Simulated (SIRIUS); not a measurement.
Wanted: the native input for a SIRIUS 7.12.0 run.

- Task: single point
- Functional: PBE
- Potentials or basis: all-electron FP-LAPW
- Cutoff: 219 eV
- Basis: apw+lo standard
- k mesh: 10 × 10 × 8
- Occupations: fermi-dirac, width 0.2 eV
- Spin: no spin polarisation
- Muffin tin radii: B 1.62, Ti 2.23 bohr
- Basis cutoff (gk_cutoff): 4.01 1/bohr
- Cutoff of density and potential (pw_cutoff): 21 1/bohr
- lmax of the basis: 10
- lmax of density and potential: 8
- Valence relativity: iora
- Core states: B none, Ti 1s2s2p
- Local orbitals (radial functions): B 11, Ti 13
- Reference energy of the basis: 0.41 Ha
- Smallest sphere radius times basis cutoff: 6.5
- Start of the SCF: LDA density

Crystal: TiB2.

```
Ti B
1.0
     3.02920    0.00000    0.00000
    -1.51460    2.62336    0.00000
     0.00000    0.00000    3.22840
Ti B
1 2
Cartesian
  0.0000 0.0000 0.0000
  1.5146 0.8745 1.6142
  0.0000 1.7489 1.6142
```

The input as run:

sirius.json

```json
{
  "control": {
    "processing_unit": "cpu",
    "std_evp_solver_name": "lapack",
    "gen_evp_solver_name": "lapack",
    "verbosity": 2,
    "print_forces": true,
    "ortho_rf": true,
    "use_second_variation": true,
    "rmt_max": 3.0,
    "num_bands_to_print": 21,
    "save_wf": true
  },
  "parameters": {
    "electronic_structure_method": "full_potential_lapwlo",
    "xc_functionals": ["XC_GGA_X_PBE", "XC_GGA_C_PBE"],
    "core_relativity": "dirac",
    "valence_relativity": "iora",
    "num_fv_states": 21,
    "smearing": "fermi_dirac",
    "smearing_width": 0.0073498644,
    "pw_cutoff": 21,
    "gk_cutoff": 4.01,
    "lmax_apw": 10,
    "lmax_rho": 8,
    "lmax_pot": 8,
    "num_mag_dims": 0,
    "auto_rmt": 0,
    "ngridk": [10, 10, 8],
    "shiftk": [0, 0, 0],
    "num_dft_iter": 80,
    "energy_tol": 1e-07,
    "density_tol": 1e-05,
    "use_symmetry": true
  },
  "settings": {"tol_ne": 1e-10},
  "iterative_solver": {"type": "exact"},
  "mixer": {"type": "anderson", "beta": 0.5, "max_history": 8},
  "unit_cell": {
    "lattice_vectors": [[5.7243583767, 0.0, 0.0], [-2.8621791884, 4.9574397745, 0.0], [0.0, 0.0, 6.1007918207]],
    "atom_types": ["B", "Ti"],
    "atom_files": {"B": "B.json", "Ti": "Ti.json"},
    "atoms": {"B": [[0.6666666667, 0.3333333333, 0.5], [0.3333333333, 0.6666666667, 0.5]], "Ti": [[0.0, 0.0, 0.0]]}
  }
}
```

B.json

```json
{
  "name": "boron",
  "symbol": "B",
  "number": 5,
  "mass": 10.811,
  "rmin": 1e-06,
  "rmt": 1.62,
  "nrmt": 800,
  "rinf": 17.81,
  "core": "",
  "valence": [
    {"basis": [{"enu": 0.21, "dme": 0, "n": 0, "auto": 0}, {"enu": 0.21, "dme": 1, "n": 0, "auto": 0}]},
    {"l": 0, "n": 1, "basis": [{"enu": 0.2559, "dme": 0, "n": 0, "auto": 0}]},
    {"l": 1, "n": 2, "basis": [{"enu": 0.31, "dme": 0, "n": 0, "auto": 0}]},
    {"l": 2, "n": 3, "basis": [{"enu": 0.31, "dme": 0, "n": 0, "auto": 0}]},
    {"l": 3, "n": 4, "basis": [{"enu": 0.31, "dme": 0, "n": 0, "auto": 0}]}
  ],
  "lo": [
    {
      "l": 0,
      "basis": [{"enu": 0.2559, "dme": 0, "n": 0, "auto": 0}, {"enu": 0.2559, "dme": 1, "n": 0, "auto": 0}]
    },
    {
      "l": 0,
      "basis": [{"enu": 0.2559, "dme": 1, "n": 0, "auto": 0}, {"enu": 0.2559, "dme": 2, "n": 0, "auto": 0}]
    },
    {
      "l": 0,
      "basis": [{"enu": -6.1164, "dme": 0, "n": 1, "auto": 1}, {"enu": -6.1164, "dme": 1, "n": 1, "auto": 1}]
    },
    {
      "l": 0,
      "basis": [{"enu": 0.2559, "dme": 0, "n": 0, "auto": 0}, {"enu": 4.8284, "dme": 0, "n": 0, "auto": 0}]
    },
    {"l": 1, "basis": [{"enu": 0.31, "dme": 0, "n": 0, "auto": 0}, {"enu": 0.31, "dme": 1, "n": 0, "auto": 0}]},
    {"l": 1, "basis": [{"enu": 0.31, "dme": 1, "n": 0, "auto": 0}, {"enu": 0.31, "dme": 2, "n": 0, "auto": 0}]},
    {"l": 1, "basis": [{"enu": 0.31, "dme": 0, "n": 0, "auto": 0}, {"enu": 5.5683, "dme": 0, "n": 0, "auto": 0}]},
    {"l": 2, "basis": [{"enu": 0.31, "dme": 0, "n": 0, "auto": 0}, {"enu": 0.31, "dme": 1, "n": 0, "auto": 0}]},
    {"l": 2, "basis": [{"enu": 0.31, "dme": 1, "n": 0, "auto": 0}, {"enu": 0.31, "dme": 2, "n": 0, "auto": 0}]},
    {"l": 2, "basis": [{"enu": 0.31, "dme": 0, "n": 0, "auto": 0}, {"enu": 6.2542, "dme": 0, "n": 0, "auto": 0}]},
    {"l": 3, "basis": [{"enu": 0.31, "dme": 0, "n": 0, "auto": 0}, {"enu": 0.31, "dme": 1, "n": 0, "auto": 0}]}
  ],
  "free_atom": [... radial grid and density of the free atom, the start of the SCF ...]
}
```

Ti.json

```json
{
  "name": "titanium",
  "symbol": "Ti",
  "number": 22,
  "mass": 47.867,
  "rmin": 1e-06,
  "rmt": 2.23,
  "nrmt": 800,
  "rinf": 17.51,
  "core": "1s2s2p",
  "valence": [
    {"basis": [{"enu": 0.21, "dme": 0, "n": 0, "auto": 0}, {"enu": 0.21, "dme": 1, "n": 0, "auto": 0}]},
    {"l": 0, "n": 1, "basis": [{"enu": 0.31, "dme": 0, "n": 0, "auto": 0}]},
    {"l": 1, "n": 2, "basis": [{"enu": 0.31, "dme": 0, "n": 0, "auto": 0}]},
    {"l": 2, "n": 3, "basis": [{"enu": 0.31, "dme": 0, "n": 0, "auto": 0}]},
    {"l": 3, "n": 4, "basis": [{"enu": 0.31, "dme": 0, "n": 0, "auto": 0}]}
  ],
  "lo": [
    {"l": 0, "basis": [{"enu": 0.31, "dme": 0, "n": 0, "auto": 0}, {"enu": 0.31, "dme": 1, "n": 0, "auto": 0}]},
    {
      "l": 0,
      "basis": [{"enu": -1.8103, "dme": 0, "n": 3, "auto": 1}, {"enu": -1.8103, "dme": 1, "n": 3, "auto": 1}]
    },
    {
      "l": 0,
      "basis": [{"enu": -1.8103, "dme": 1, "n": 3, "auto": 1}, {"enu": 0.31, "dme": 0, "n": 0, "auto": 0}]
    },
    {"l": 0, "basis": [{"enu": 0.31, "dme": 0, "n": 0, "auto": 0}, {"enu": 3.5274, "dme": 0, "n": 0, "auto": 0}]},
    {"l": 1, "basis": [{"enu": 0.31, "dme": 0, "n": 0, "auto": 0}, {"enu": 0.31, "dme": 1, "n": 0, "auto": 0}]},
    {
      "l": 1,
      "basis": [{"enu": -0.9503, "dme": 0, "n": 3, "auto": 1}, {"enu": -0.9503, "dme": 1, "n": 3, "auto": 1}]
    },
    {
      "l": 1,
      "basis": [{"enu": -0.9503, "dme": 1, "n": 3, "auto": 1}, {"enu": 0.31, "dme": 0, "n": 0, "auto": 0}]
    },
    {"l": 1, "basis": [{"enu": 0.31, "dme": 0, "n": 0, "auto": 0}, {"enu": 4.0101, "dme": 0, "n": 0, "auto": 0}]},
    {"l": 2, "basis": [{"enu": 0.31, "dme": 0, "n": 0, "auto": 0}, {"enu": 0.31, "dme": 1, "n": 0, "auto": 0}]},
    {"l": 2, "basis": [{"enu": 0.31, "dme": 1, "n": 0, "auto": 0}, {"enu": 0.31, "dme": 2, "n": 0, "auto": 0}]},
    {"l": 2, "basis": [{"enu": 0.31, "dme": 0, "n": 0, "auto": 0}, {"enu": 3.447, "dme": 0, "n": 0, "auto": 0}]},
    {"l": 3, "basis": [{"enu": 0.31, "dme": 0, "n": 0, "auto": 0}, {"enu": 0.31, "dme": 1, "n": 0, "auto": 0}]},
    {"l": 3, "basis": [{"enu": 0.31, "dme": 0, "n": 0, "auto": 0}, {"enu": 3.809, "dme": 0, "n": 0, "auto": 0}]}
  ],
  "free_atom": [... radial grid and density of the free atom, the start of the SCF ...]
}
```

sirius_start.json

```json
{
  "control": {
    "processing_unit": "cpu",
    "std_evp_solver_name": "lapack",
    "gen_evp_solver_name": "lapack",
    "verbosity": 1,
    "print_forces": false,
    "ortho_rf": true,
    "use_second_variation": true,
    "rmt_max": 3.0,
    "num_bands_to_print": 21,
    "save_wf": false
  },
  "parameters": {
    "electronic_structure_method": "full_potential_lapwlo",
    "xc_functionals": ["XC_LDA_X", "XC_LDA_C_PW"],
    "core_relativity": "dirac",
    "valence_relativity": "iora",
    "num_fv_states": 21,
    "smearing": "fermi_dirac",
    "smearing_width": 0.0055123983,
    "pw_cutoff": 21,
    "gk_cutoff": 3.21,
    "lmax_apw": 10,
    "lmax_rho": 8,
    "lmax_pot": 8,
    "num_mag_dims": 0,
    "auto_rmt": 0,
    "ngridk": [4, 4, 3],
    "shiftk": [0, 0, 0],
    "num_dft_iter": 30,
    "energy_tol": 0.01,
    "density_tol": 0.05,
    "use_symmetry": true
  },
  "settings": {"tol_ne": 1e-10},
  "iterative_solver": {"type": "exact"},
  "mixer": {"type": "anderson", "beta": 0.5, "max_history": 8},
  "unit_cell": {
    "lattice_vectors": [[5.7243583767, 0.0, 0.0], [-2.8621791884, 4.9574397745, 0.0], [0.0, 0.0, 6.1007918207]],
    "atom_types": ["B", "Ti"],
    "atom_files": {"B": "B.json", "Ti": "Ti.json"},
    "atoms": {"B": [[0.6666666667, 0.3333333333, 0.5], [0.3333333333, 0.6666666667, 0.5]], "Ti": [[0.0, 0.0, 0.0]]}
  }
}
```

Potentials or basis: all-electron FP-LAPW, apw+lo standard.

The run is started by

```sh
$ OMP_NUM_THREADS=1 sirius.scf --input=sirius_start.json --output=start.json
$ OMP_NUM_THREADS=1 sirius.scf --input=sirius.json --output=output.json --task=1
```

Results of the run:

```json
{
  "Band gap on the k mesh": "none (metal or under the smearing width)",
  "All electrons inside the program's atomic spheres": "Ti 20.16; B 3.69 (radii B 1.62, Ti 2.23 bohr)"
}
```

Run time: 75 s on 1 thread of Arm Neoverse V1, on a shared host, peak memory 0.52 GiB.
